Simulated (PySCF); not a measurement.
# IF−: bond curves at several levels of theory, part 2 of 2

PySCF 2.14.0; I aug-cc-pVDZ-PP with ECP28, F aug-cc-pVDZ; scalar-relativistic core potentials. Earlier steps stand in the parts before.

## 7. M06 (hybrid meta-GGA)

Output of the SCF at 2.384 Å:

```text
******** <class 'pyscf.dft.uks_symm.SymAdaptedUKS'> ********
method = SymAdaptedUKS
initial guess = minao
damping factor = 0
level_shift factor = 0
DIIS = <class 'pyscf.scf.diis.CDIIS'>
diis_start_cycle = 1
diis_space = 10
diis_damp = 0
SCF conv_tol = 1e-09
SCF conv_tol_grad = None
SCF max_cycles = 60
direct_scf = False
max_memory 909 MB (current use 326 MB)
number electrons alpha = 18  beta = 17
XC library pyscf.dft.libxc version 7.0.0
    S. Lehtola, C. Steigemann, M. J.T. Oliveira, and M. A.L. Marques.,  SoftwareX 7, 1–5 (2018)
XC functionals = M06
    Y. Zhao and D. G. Truhlar.,  Theor. Chem. Acc. 120, 215 (2008)
    Y. Zhao and D. G. Truhlar.,  Theor. Chem. Acc. 120, 215 (2008)
small_rho_cutoff = 0
Set gradient conv threshold to 3.16228e-05
init E= -395.633791739316
cycle= 1 E= -395.63395583754  delta_E= -0.000164  |g|= 0.072  |ddm|= 0.251
cycle= 2 E= -395.625588172023  delta_E= 0.00837  |g|= 0.165  |ddm|= 0.265
cycle= 3 E= -395.636049358802  delta_E= -0.0105  |g|= 0.00902  |ddm|= 0.167
cycle= 4 E= -395.636097178636  delta_E= -4.78e-05  |g|= 0.00235  |ddm|= 0.0232
cycle= 5 E= -395.636101097387  delta_E= -3.92e-06  |g|= 0.00112  |ddm|= 0.00475
cycle= 6 E= -395.636101998705  delta_E= -9.01e-07  |g|= 6.46e-05  |ddm|= 0.00299
cycle= 7 E= -395.636102003609  delta_E= -4.9e-09  |g|= 4.39e-05  |ddm|= 0.000274
cycle= 8 E= -395.636102005014  delta_E= -1.4e-09  |g|= 4.02e-06  |ddm|= 7.97e-05
cycle= 9 E= -395.636102005029  delta_E= -1.49e-11  |g|= 1.09e-06  |ddm|= 1.19e-05
Extra cycle  E= -395.636102005028  delta_E= 5.68e-13  |g|= 2.16e-06  |ddm|= 3.23e-06
converged SCF energy = -395.636102005028  <S^2> = 0.75314713  2S+1 = 2.0031447
```

Re = 2.390 Å, ωe = 265.6 cm⁻¹, ωexe = 2.12 cm⁻¹, αe = 0.00180 cm⁻¹, Be = 0.1786 cm⁻¹, De = 1.87 eV, μ = -3.90 D.

## 8. TPSS (meta-GGA)

Log of the SCF at 2.384 Å:

```text
******** <class 'pyscf.dft.uks_symm.SymAdaptedUKS'> ********
method = SymAdaptedUKS
initial guess = minao
damping factor = 0
level_shift factor = 0
DIIS = <class 'pyscf.scf.diis.CDIIS'>
diis_start_cycle = 1
diis_space = 10
diis_damp = 0
SCF conv_tol = 1e-09
SCF conv_tol_grad = None
SCF max_cycles = 60
direct_scf = False
max_memory 909 MB (current use 327 MB)
number electrons alpha = 18  beta = 17
XC library pyscf.dft.libxc version 7.0.0
    S. Lehtola, C. Steigemann, M. J.T. Oliveira, and M. A.L. Marques.,  SoftwareX 7, 1–5 (2018)
XC functionals = TPSS
    J. Tao, J. P. Perdew, V. N. Staroverov, and G. E. Scuseria.,  Phys. Rev. Lett. 91, 146401 (2003)
    J. P. Perdew, J. Tao, V. N. Staroverov, and G. E. Scuseria.,  J. Chem. Phys. 120, 6898 (2004)
    J. Tao, J. P. Perdew, V. N. Staroverov, and G. E. Scuseria.,  Phys. Rev. Lett. 91, 146401 (2003)
    J. P. Perdew, J. Tao, V. N. Staroverov, and G. E. Scuseria.,  J. Chem. Phys. 120, 6898 (2004)
small_rho_cutoff = 0
Set gradient conv threshold to 3.16228e-05
init E= -395.507962673988
cycle= 1 E= -395.508186576353  delta_E= -0.000224  |g|= 0.0403  |ddm|= 0.114
cycle= 2 E= -395.500994080226  delta_E= 0.00719  |g|= 0.137  |ddm|= 0.187
cycle= 3 E= -395.508951660911  delta_E= -0.00796  |g|= 0.00729  |ddm|= 0.14
cycle= 4 E= -395.508973579563  delta_E= -2.19e-05  |g|= 0.00299  |ddm|= 0.0187
cycle= 5 E= -395.508978614381  delta_E= -5.03e-06  |g|= 0.000237  |ddm|= 0.00525
cycle= 6 E= -395.508978639606  delta_E= -2.52e-08  |g|= 8.27e-05  |ddm|= 0.000403
cycle= 7 E= -395.508978643162  delta_E= -3.56e-09  |g|= 4.35e-05  |ddm|= 0.000211
cycle= 8 E= -395.50897864444  delta_E= -1.28e-09  |g|= 7.75e-06  |ddm|= 6.47e-05
cycle= 9 E= -395.50897864447  delta_E= -2.99e-11  |g|= 5.6e-07  |ddm|= 1.19e-05
Extra cycle  E= -395.508978644469  delta_E= 1.02e-12  |g|= 1.16e-06  |ddm|= 2.67e-06
converged SCF energy = -395.508978644469  <S^2> = 0.75190727  2S+1 = 2.0019064
```

Re = 2.421 Å, ωe = 247.6 cm⁻¹, ωexe = 2.45 cm⁻¹, αe = 0.00200 cm⁻¹, Be = 0.1740 cm⁻¹, De = 2.03 eV, μ = -3.49 D. 10 s of CPU time for 12 points, integrals apart.

## 9. HSE06 (range-separated hybrid)

Output of the SCF at 2.384 Å:

```text
******** <class 'pyscf.dft.uks_symm.SymAdaptedUKS'> ********
method = SymAdaptedUKS
initial guess = minao
damping factor = 0
level_shift factor = 0
DIIS = <class 'pyscf.scf.diis.CDIIS'>
diis_start_cycle = 1
diis_space = 10
diis_damp = 0
SCF conv_tol = 1e-09
SCF conv_tol_grad = None
SCF max_cycles = 60
direct_scf = False
max_memory 909 MB (current use 327 MB)
number electrons alpha = 18  beta = 17
XC library pyscf.dft.libxc version 7.0.0
    S. Lehtola, C. Steigemann, M. J.T. Oliveira, and M. A.L. Marques.,  SoftwareX 7, 1–5 (2018)
XC functionals = HSE06
    J. Heyd, G. E. Scuseria, and M. Ernzerhof.,  J. Chem. Phys. 118, 8207 (2003)
    J. Heyd, G. E. Scuseria, and M. Ernzerhof.,  J. Chem. Phys. 124, 219906 (2006)
    A. V. Krukau, O. A. Vydrov, A. F. Izmaylov, and G. E. Scuseria.,  J. Chem. Phys. 125, 224106 (2006)
small_rho_cutoff = 0
Set gradient conv threshold to 3.16228e-05
init E= -395.535241928974
cycle= 1 E= -395.535259949255  delta_E= -1.8e-05  |g|= 0.00363  |ddm|= 0.032
cycle= 2 E= -395.535248018809  delta_E= 1.19e-05  |g|= 0.00659  |ddm|= 0.0219
cycle= 3 E= -395.53526789215  delta_E= -1.99e-05  |g|= 0.00183  |ddm|= 0.0106
cycle= 4 E= -395.535269325927  delta_E= -1.43e-06  |g|= 0.000117  |ddm|= 0.00284
cycle= 5 E= -395.535269335583  delta_E= -9.66e-09  |g|= 2.9e-05  |ddm|= 0.000357
cycle= 6 E= -395.53526933616  delta_E= -5.77e-10  |g|= 1.68e-05  |ddm|= 8.22e-05
Extra cycle  E= -395.535269335863  delta_E= 2.97e-10  |g|= 3.17e-05  |ddm|= 5.44e-05
converged SCF energy = -395.535269335863  <S^2> = 0.75402228  2S+1 = 2.0040182
```

Re = 2.379 Å, ωe = 273.5 cm⁻¹, ωexe = 2.21 cm⁻¹, αe = 0.00180 cm⁻¹, Be = 0.1802 cm⁻¹, De = 1.92 eV, μ = -3.53 D. 13 s of CPU time for 12 points, integrals apart.

## 10. UHF

Log of the SCF at 2.384 Å:

```text
******** <class 'pyscf.scf.uhf_symm.SymAdaptedUHF'> ********
method = SymAdaptedUHF
initial guess = minao
damping factor = 0
level_shift factor = 0
DIIS = <class 'pyscf.scf.diis.CDIIS'>
diis_start_cycle = 1
diis_space = 10
diis_damp = 0
SCF conv_tol = 1e-09
SCF conv_tol_grad = None
SCF max_cycles = 60
direct_scf = False
max_memory 909 MB (current use 332 MB)
number electrons alpha = 18  beta = 17
Overwritten attributes  get_jk get_j get_k get_hcore get_occ  of <class 'pyscf.scf.uhf_symm.SymAdaptedUHF'>
<class 'pyscf.scf.uhf_symm.SymAdaptedUHF'> does not have attributes  refdm
Set gradient conv threshold to 3.16228e-05
init E= -394.11648699415
cycle= 1 E= -394.127600985896  delta_E= -0.0111  |g|= 0.0411  |ddm|= 0.284
cycle= 2 E= -394.128439807085  delta_E= -0.000839  |g|= 0.0207  |ddm|= 0.0773
cycle= 3 E= -394.12865679793  delta_E= -0.000217  |g|= 0.00949  |ddm|= 0.0316
cycle= 4 E= -394.128727537296  delta_E= -7.07e-05  |g|= 0.00253  |ddm|= 0.02
cycle= 5 E= -394.128743255353  delta_E= -1.57e-05  |g|= 0.00194  |ddm|= 0.00813
cycle= 6 E= -394.128756380467  delta_E= -1.31e-05  |g|= 0.00158  |ddm|= 0.00756
cycle= 7 E= -394.128769923477  delta_E= -1.35e-05  |g|= 0.00103  |ddm|= 0.0107
cycle= 8 E= -394.128777993425  delta_E= -8.07e-06  |g|= 0.000415  |ddm|= 0.0113
cycle= 9 E= -394.128779485519  delta_E= -1.49e-06  |g|= 0.000103  |ddm|= 0.00616
cycle= 10 E= -394.128779535852  delta_E= -5.03e-08  |g|= 2.32e-05  |ddm|= 0.00117
cycle= 11 E= -394.128779536825  delta_E= -9.73e-10  |g|= 5.41e-06  |ddm|= 0.000161
Extra cycle  E= -394.128779536874  delta_E= -4.92e-11  |g|= 2.94e-06  |ddm|= 1.6e-05
converged SCF energy = -394.128779536874  <S^2> = 0.76969052  2S+1 = 2.0195945
```

Re = 2.346 Å, ωe = 305 cm⁻¹, ωexe = 1.90 cm⁻¹, αe = 0.00149 cm⁻¹, Be = 0.1854 cm⁻¹, De = 1.28 eV, μ = -4.12 D. 2.9 s of CPU time for 12 points, integrals apart.

## 11. MP2 and coupled cluster

Reference: UHF; core orbitals frozen: 5; virtual orbitals above 20 hartree dropped in coupled cluster: 1. MP2 keeps all virtuals, so it differs from the MP2 energy in the coupled-cluster log.

Log of the coupled-cluster run at 2.384 Å:

```text
******** <class 'pyscf.cc.uccsd.UCCSD'> ********
CC2 = 0
CCSD nocc = (np.int64(13), np.int64(12)), nmo = (49, 49)
frozen orbitals [[0, 1, 2, 3, 4, 54], [0, 1, 2, 3, 4, 54]]
max_cycle = 80
direct = 0
conv_tol = 1e-07
conv_tol_normt = 1e-05
diis_space = 8
diis_start_cycle = 0
diis_start_energy_diff = 1e+09
max_memory 909 MB (current use 403 MB)
Init t2, MP2 energy = -0.348763195194295
Init E_corr(UCCSD) = -0.348763195204806
cycle = 1  E_corr(UCCSD) = -0.345272925318877  dE = 0.00349026989  norm(t1,t2) = 0.10129
cycle = 2  E_corr(UCCSD) = -0.356187571940989  dE = -0.0109146466  norm(t1,t2) = 0.0376213
cycle = 3  E_corr(UCCSD) = -0.355282669192951  dE = 0.000904902748  norm(t1,t2) = 0.0272147
cycle = 4  E_corr(UCCSD) = -0.356622462804431  dE = -0.00133979361  norm(t1,t2) = 0.00858463
cycle = 5  E_corr(UCCSD) = -0.356774300277543  dE = -0.000151837473  norm(t1,t2) = 0.00311963
cycle = 6  E_corr(UCCSD) = -0.356706756124662  dE = 6.75441529e-05  norm(t1,t2) = 0.00111285
cycle = 7  E_corr(UCCSD) = -0.356681990482179  dE = 2.47656425e-05  norm(t1,t2) = 0.000519187
cycle = 8  E_corr(UCCSD) = -0.356689011076713  dE = -7.02059453e-06  norm(t1,t2) = 0.000185783
cycle = 9  E_corr(UCCSD) = -0.356694451017153  dE = -5.43994044e-06  norm(t1,t2) = 6.22099e-05
cycle = 10  E_corr(UCCSD) = -0.356694580823529  dE = -1.29806376e-07  norm(t1,t2) = 2.60536e-05
cycle = 11  E_corr(UCCSD) = -0.356693735143262  dE = 8.45680267e-07  norm(t1,t2) = 1.30558e-05
cycle = 12  E_corr(UCCSD) = -0.356693811026322  dE = -7.58830605e-08  norm(t1,t2) = 6.33094e-06
UCCSD converged
E(UCCSD) = -394.4854733479004  E_corr = -0.3566938110263224
UCCSD(T) correction = -0.00978375053048918
```

Correlation energy (eV) along the bond:

| R (Å) | MP2 | SCS-MP2 | CCSD | CCSD(T) | T1 |
| --- | --- | --- | --- | --- | --- |
| 2.050 | -9.502 | -8.987 | n/a | n/a | n/a |
| 2.146 | -9.499 | -8.987 | -9.708 | -9.970 | 0.015 |
| 2.241 | -9.495 | -8.986 | -9.706 | -9.970 | 0.015 |
| 2.312 | -9.494 | -8.985 | -9.706 | -9.971 | 0.015 |
| 2.384 | -9.492 | -8.985 | -9.706 | -9.972 | 0.015 |
| 2.455 | -9.492 | -8.985 | -9.707 | -9.974 | 0.015 |
| 2.551 | -9.493 | -8.988 | -9.709 | -9.978 | 0.015 |
| 2.670 | -9.503 | -9.001 | -9.712 | -9.985 | 0.017 |
| 2.813 | -9.485 | -8.978 | -9.719 | -9.991 | 0.016 |
| 3.004 | -9.492 | -8.986 | n/a | n/a | n/a |

UHF-MP2: Re = 2.342 Å, ωe = 304 cm⁻¹, ωexe = 2.46 cm⁻¹, αe = 0.00158 cm⁻¹, Be = 0.1859 cm⁻¹, De = 1.54 eV.

UHF-SCS-MP2: Re = 2.345 Å, ωe = 304 cm⁻¹, ωexe = 2.66 cm⁻¹, αe = 0.00157 cm⁻¹, Be = 0.1855 cm⁻¹, De = 1.45 eV.

UHF-CCSD: Re = 2.346 Å, ωe = 301 cm⁻¹, ωexe = 1.93 cm⁻¹, αe = 0.00157 cm⁻¹, Be = 0.1854 cm⁻¹, De = 1.52 eV.

UHF-CCSD(T): Re = 2.348 Å, ωe = 301 cm⁻¹, Be = 0.1850 cm⁻¹, De = 1.57 eV.

## 12. The curves together

Energy (eV) from each level's lowest point:

| R (Å) | UHF | UHF-MP2 | UHF-SCS-MP2 | UHF-CCSD | UHF-CCSD(T) | PBE | PW91 | TPSS | r²SCAN | PBE0 | M06 | HSE06 |
| --- | --- | --- | --- | --- | --- | --- | --- | --- | --- | --- | --- | --- |
| 2.050 | 0.371 | 0.363 | 0.369 | n/a | n/a | 0.478 | 0.471 | 0.464 | 0.456 | 0.398 | 0.418 | 0.408 |
| 2.146 | 0.146 | 0.141 | 0.145 | 0.145 | 0.148 | 0.228 | 0.222 | 0.217 | 0.210 | 0.170 | 0.185 | 0.177 |
| 2.241 | 0.033 | 0.031 | 0.032 | 0.032 | 0.034 | 0.085 | 0.081 | 0.078 | 0.073 | 0.050 | 0.059 | 0.053 |
| 2.312 | 0.000 | 0.000 | 0.000 | 0.000 | 0.001 | 0.028 | 0.026 | 0.024 | 0.021 | 0.009 | 0.014 | 0.011 |
| 2.384 | 0.001 | 0.002 | 0.001 | 0.001 | 0.000 | 0.003 | 0.001 | 0.001 | 0.000 | 0.000 | 0.000 | 0.000 |
| 2.455 | 0.026 | 0.028 | 0.026 | 0.025 | 0.023 | 0.000 | 0.000 | 0.000 | 0.003 | 0.013 | 0.008 | 0.012 |
| 2.551 | 0.087 | 0.087 | 0.084 | 0.084 | 0.081 | 0.022 | 0.023 | 0.024 | 0.031 | 0.056 | 0.044 | 0.052 |
| 2.670 | 0.191 | 0.181 | 0.174 | 0.184 | 0.177 | 0.073 | 0.077 | 0.077 | 0.092 | 0.133 | 0.114 | 0.127 |
| 2.813 | 0.335 | 0.344 | 0.342 | 0.322 | 0.315 | 0.153 | 0.158 | 0.158 | 0.182 | 0.240 | 0.214 | 0.233 |
| 3.004 | 0.532 | 0.533 | 0.531 | n/a | n/a | 0.263 | 0.271 | 0.270 | 0.307 | 0.385 | 0.353 | 0.376 |

The whole job (state search and all levels along the bond) took 3.7 min on 1 thread of Oxide Virtual Turin-like (shared host), peak memory 0.71 GiB.

## 13. Results

The summary covers parts 1 to 2.

Lowest PBE0 solution found, without spin–orbit coupling: ²Σ⁺ (doublet), unpaired electrons σ ↑.

| level | Re (Å) | ωe (cm⁻¹) | De (eV) | μ (D) |
| --- | --- | --- | --- | --- |
| UHF | 2.346 | 305 | 1.28 | -4.12 |
| UHF-MP2 | 2.342 | 304 | 1.54 | n/a |
| UHF-SCS-MP2 | 2.345 | 304 | 1.45 | n/a |
| UHF-CCSD | 2.346 | 301 | 1.52 | n/a |
| UHF-CCSD(T) | 2.348 | 301 | 1.57 | n/a |
| PBE | 2.429 | 245.6 | 2.02 | -3.60 |
| PW91 | 2.424 | 248.0 | 2.04 | -3.59 |
| TPSS | 2.421 | 247.6 | 2.03 | -3.49 |
| r²SCAN | 2.410 | 257.6 | 2.04 | -3.53 |
| PBE0 | 2.374 | 275.9 | 1.90 | -3.53 |
| M06 | 2.390 | 265.6 | 1.87 | -3.90 |
| HSE06 | 2.379 | 273.5 | 1.92 | -3.53 |

De is counted to I + F− in their ground configurations. A positive dipole points from I to F; in an ion it is taken about the centre of mass and does not tell which atom is negative.

Differences from CCSD(T) in the same basis:

| level | Re (mÅ) | ωe (%) |
| --- | --- | --- |
| UHF | -3 | +1.4 |
| UHF-MP2 | -6 | +1.0 |
| UHF-SCS-MP2 | -3 | +1.1 |
| UHF-CCSD | -2 | +0.1 |
| PBE | +80 | -18.3 |
| PW91 | +76 | -17.6 |
| TPSS | +73 | -17.7 |
| r²SCAN | +61 | -14.3 |
| PBE0 | +25 | -8.3 |
| M06 | +41 | -11.7 |
| HSE06 | +31 | -9.1 |

Time per point (s) on 1 thread of Oxide Virtual Turin-like, shared host (CPU time, shared integrals of 0.19 s apart; correlated levels include their reference; CCSD comes with the CCSD(T) run); the times are rough: UHF 0.25, UHF-MP2 0.41, UHF-SCS-MP2 0.41, PBE 0.68, PW91 0.58, TPSS 0.86, r²SCAN 0.79, PBE0 1.2, M06 0.91, HSE06 1.1; the reference 16.

Cheap and still within 12 mÅ and 2.5 % of CCSD(T): UHF-SCS-MP2 (0.41 s), UHF (0.25 s), UHF-MP2 (0.41 s), against 16 s for the dearest run.

What this shows: Against CCSD(T) in the same basis, the bond length is nearest at UHF-CCSD (-2 mÅ) and farthest at PBE (+80 mÅ); the wavenumber is nearest at UHF-CCSD (+0.1 %) and farthest at PBE (-18.3 %). PBE gives a bond that is too long and too soft, as GGAs tend to. CCSD(T) in a basis this small is itself some way from its limit, more so than the functionals. Of the levels with a De here, UHF gives the least (1.28 eV) and r²SCAN the most (2.04 eV).

Correlated steps freeze 5 core orbitals. Spin–orbit coupling is left out, which matters for elements this heavy, above all for dissociation energies. With spin–orbit coupling the term label itself may not hold.
